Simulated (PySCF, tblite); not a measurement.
# C₆H₇F₂NO: geometry, infrared bands and NMR shifts

Wanted: the infrared bands and NMR shifts of C₆H₇F₂NO (`C#C[C@@H](C(=O)NC)C(F)F`), by calculation.

Computed with tblite 0.8.0 and PySCF 2.14.0, with density-fitted response routines of our own, on a single molecule in the gas phase. Atoms count from 0, in the outputs and in this text.

## Step 1: The molecule as given

17 atoms, charge 0, multiplicity 1; geometry from: force field or distance geometry start.

Bonds of the start (Å): C0–C1 1.20, C1–C2 1.45, C2–C3 1.49, C3–O4 1.24, C3–N5 1.44, N5–C6 1.47, C2–C7 1.51, C7–F8 1.37, C7–F9 1.39, C0–H10 1.08, C2–H11 1.10, N5–H12 1.04, C6–H13 1.11, C6–H14 1.11, C6–H15 1.10, C7–H16 1.13.

## Step 2: Geometry optimisation with GFN2-xTB

What the job is given:

```
{"job": {"kind": "relax", "xc": "GFN2-xTB", "basis": "xTB"}, "charge": 0, "multiplicity": 1}
C     -1.925300    -1.936800    -0.635200
C     -1.503100    -0.951100    -0.093500
C     -0.969100     0.224600     0.557200
C      0.405600     0.451300     0.033600
O      0.674900     1.509800    -0.553400
N      1.384600    -0.580400     0.253500
C      2.749600    -0.383500    -0.240800
C     -1.780900     1.443100     0.180000
F     -1.811400     1.712300    -1.161700
F     -3.042600     1.349100     0.761000
H     -2.327300    -2.811200    -1.126100
H     -1.005900     0.160900     1.657800
H      1.182400    -1.461400     0.758800
H      3.346500    -1.259800     0.094100
H      3.167400     0.576400     0.128600
H      2.734200    -0.328600    -1.344300
H     -1.286600     2.297300     0.720400
```

Run with:

```console
OMP_NUM_THREADS=1 python probes_run.py task.json out
```

The driver reads the jobs from task.json and runs them one after another.

**Question.** This job is followed by: GFN2-xTB harmonic vibrations, gas phase; GIAO PBE0/pcSseg-1 NMR shielding, non-relativistic, gas phase. Predict these results of the whole session: strongest single infrared mode (GFN2-xTB); zero-point energy (GFN2-xTB); ¹³C shifts against TMS (PBE0/pcSseg-1); ¹H shifts against TMS (PBE0/pcSseg-1, means over atoms taken as alike); ¹⁷O shifts against H2O (PBE0/pcSseg-1); ¹⁵N shifts against NH3 (PBE0/pcSseg-1); ¹⁹F shifts against CFCl3 (PBE0/pcSseg-1).

**Answer**, as computed:

```
                                                              quantity                                     value
                             strongest single infrared mode (GFN2-xTB)                     1772 cm⁻¹, 562 km/mol
                                          zero-point energy (GFN2-xTB)                             75.5 kcal/mol
                                ¹³C shifts against TMS (PBE0/pcSseg-1)  165.0, 121.6, 84.2, 82.1, 49.8, 27.0 ppm
¹H shifts against TMS (PBE0/pcSseg-1, means over atoms taken as alike)          6.17, 6.09, 3.60, 3.13, 1.96 ppm
                                ¹⁷O shifts against H2O (PBE0/pcSseg-1)                                 397.4 ppm
                                ¹⁵N shifts against NH3 (PBE0/pcSseg-1)                                 126.2 ppm
                              ¹⁹F shifts against CFCl3 (PBE0/pcSseg-1)                        -132.5, -140.1 ppm
```

What this shows: Over 176 steps the energy fell by 0.761 eV; of the close pairs, C3–N5 changed most, 1.439 to 1.339 Å. All 45 modes are real, so the xTB geometry is a minimum. The strongest single mode, at 1772 cm⁻¹, moves mainly C3. GFN2-xTB is a fitted tight-binding method: band positions and strengths are rough. Its intensities can rank the bands wrongly. The most deshielded hydrogen is H16 (hydrogen on an sp3 CH bonded to 2 F), at 6.17 ppm: its carbon carries F, hence the downfield position. At PBE0/pcSseg-1: The widest tensor belongs to O4: span 713 ppm, with a paramagnetic part of -462 ppm.
